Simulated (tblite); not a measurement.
# F2GeH4O: the cost of one run

Computed with tblite 0.8.0 and PySCF 2.14.0; each step states its level. No surroundings beyond the atoms listed, unless a continuum is named. Atoms count from 0, parts from 1.

## (1) The system as given

8 atoms, charge 0, multiplicity 1; geometry: rigid parts in contact. Parts: 1 = atoms 0–5, `[OH][GeH3]`, charge 0; 2 = atoms 6–7, `FF`, charge 0.

## (2) Docking the parts with GFN2-xTB

Job settings and geometry (Å):

```
{"job": {"kind": "dock", "xc": "GFN2-xTB", "basis": "xTB"}, "charge": 0, "multiplicity": 1, "parts": [{"atoms": "0-5", "charge": 0, "multiplicity": 1}, {"atoms": "6-7", "charge": 0, "multiplicity": 1}]}
Ge    -0.450178    -0.017183     0.050132
O      1.166950     0.528172    -0.258692
H     -0.794549    -1.128823    -0.898934
H     -1.248941     1.211607    -0.197512
H     -0.555008    -0.495950     1.469747
H      1.881727    -0.097823    -0.164741
F      2.617944     2.542284     0.211074
F      3.903675     2.286807     0.711542
```

Level: GFN2-xTB search for minima from random contacts, gas phase.

Launch:

```console
OMP_NUM_THREADS=1 python cluster_run.py task.json out
```

This one command runs all jobs of the session in turn.

**Question.** How long does this first job take on 1 thread of Arm Neoverse V1, shared host?

About 13 s.
